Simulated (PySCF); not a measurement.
**C3H10AsGa: geometry, NMR shifts, spin-spin couplings, electronic excitations and core binding energies**

Wanted: the NMR shifts, spin-spin couplings, electronic excitations and core binding energies of C3H10AsGa (`[H][As@OH24+]([H])([H])[GaH2-][CH]1CC1`), by calculation.

Computed with PySCF 2.14.0, with density-fitted response routines of our own, on a single molecule in the gas phase. Atoms count from 0, in the outputs and in this text.

## 1. The starting structure

15 atoms, charge 0, multiplicity 1; geometry from: GFN2-xTB.

Bonds of the start (Å): As0–Ga1 2.80, Ga1–C2 2.00, C2–C3 1.51, C3–C4 1.49, C4–C2 1.51, As0–H5 1.49, As0–H6 1.50, As0–H7 1.49, Ga1–H8 1.58, Ga1–H9 1.58, C2–H10 1.09, C3–H11 1.08, C3–H12 1.09, C4–H13 1.08, C4–H14 1.09.

## 2. Relaxing the molecule at PBE0-D3(BJ)/def2-SVP

The job: settings as JSON, then the geometry in Å.

```
{"job": {"xc": "PBE0", "basis": "def2-SVP", "d3": "d3bj", "grid": 1, "kind": "geom"}, "charge": 0, "multiplicity": 1}
As     2.365589    -0.431789     0.594911
Ga     0.514744     0.768216    -1.127998
C     -1.145935    -0.327488    -0.883681
C     -1.426185    -0.679610     0.560617
C     -2.250726     0.359649    -0.112883
H      3.511350     0.403856     0.147218
H      3.305515    -1.509506     1.048903
H      2.428497     0.199007     1.947101
H      1.500414     0.728945    -2.357465
H      0.651206     2.024570    -0.174761
H     -1.489063    -1.070016    -1.603769
H     -1.883369    -1.633037     0.787364
H     -0.715551    -0.343168     1.316457
H     -3.279591     0.126076    -0.350869
H     -2.091308     1.392285     0.186943
```

**Question.** This job is followed by: GIAO PBE0/pcSseg-1 NMR shielding, non-relativistic, gas phase; B3LYP/pcJ-1 As:pcSseg-1 Ga:pcSseg-1 indirect spin-spin coupling, non-relativistic, gas phase; TDDFT B3LYP/def2-SVPD, vertical, gas phase, core orbitals frozen in the response; GIAO HF/pcSseg-1 NMR shielding, non-relativistic, gas phase; delta-SCF UKS SCAN, pcX-2 on the ionised atom, pcseg-1 elsewhere, spin-free X2C. Predict these results of the whole session: point group; rotational constants (main isotopes); ¹³C shifts against TMS (PBE0/pcSseg-1, means over atoms taken as alike); ¹H shifts against TMS (PBE0/pcSseg-1, means over atoms taken as alike); ⁷⁵As shifts against AsH3 (PBE0/pcSseg-1); ⁷¹Ga shifts against GaH4- (PBE0/pcSseg-1); largest coupling of the table (B3LYP/pcSseg-1+pcJ-1); lowest singlet (B3LYP/def2-SVPD); brightest single state of those computed; lowest triplet; vertical ionisation energy (ΔSCF); C1s binding energies, SCAN/pcX-2; range of the shift of Ga1.

**Answer**, as computed:

| quantity | value |
| --- | --- |
| point group | C1 |
| rotational constants (main isotopes) | 2.98, 1.05, 0.82 GHz |
| ¹³C shifts against TMS (PBE0/pcSseg-1, means over atoms taken as alike) | 4.2, -6.2 ppm |
| ¹H shifts against TMS (PBE0/pcSseg-1, means over atoms taken as alike) | 4.22, 3.42, 0.60, 0.17, -0.68 ppm |
| ⁷⁵As shifts against AsH3 (PBE0/pcSseg-1) | 122 ppm |
| ⁷¹Ga shifts against GaH4- (PBE0/pcSseg-1) | 237 ppm |
| largest coupling of the table (B3LYP/pcSseg-1+pcJ-1) | ¹J(C,H) C3–H12, 168.8 Hz |
| lowest singlet (B3LYP/def2-SVPD) | 5.49 eV (226 nm), f = 0.001 |
| brightest single state of those computed | state 10, 6.73 eV, f = 0.092 |
| lowest triplet | 5.35 eV |
| vertical ionisation energy (ΔSCF) | 9.00 eV |
| C1s binding energies, SCAN/pcX-2 | C3 290.19, C2 289.42 eV |
| range of the shift of Ga1 | 181 to 237 ppm |

Relaxing lowered the energy by 0.294 eV in 19 steps; the close pair that moved most is As0–Ga1, from 2.799 to 2.660 Å. No frequency check was run at this level, so the end point may be a saddle. At PBE0/pcSseg-1: Shielding is most anisotropic at Ga1 (span 190 ppm, paramagnetic term -1163 ppm). Of the pairs tabulated at B3LYP/pcSseg-1+pcJ-1, C3–H12 (mean over like pairs) couples most strongly (168.8 Hz; Fermi contact 167.1 Hz). Couplings across rotatable bonds belong to this one conformer; where others are populated, the observed values are averages, and the simulated multiplets take (2 J gauche + J anti)/3 across rotating chain bonds. The lowest singlet, at 5.49 eV, is HOMO→LUMO 0.98 and is dark; of the 10 states computed, the strongest absorption comes from state 10 at 6.73 eV (the last computed, so partners may be missing). The lowest triplet lies 0.14 eV below the lowest singlet (triplets in Tamm-Dancoff, singlets in full TDDFT). The orbital energy would give 6.97 eV for ionisation, ΔSCF gives 9.00 eV. C3 (three-membered-ring carbon) binds its C1s electron 0.77 eV more tightly than C2 (three-membered-ring carbon). In ppm, Ga1 moves most: its shift spreads over 56 ppm, from 181 (HF/pcSseg-1) to 237 (PBE0/pcSseg-1). Spin-orbit coupling is left out, which matters for shieldings and couplings at and beside the heavy atoms.
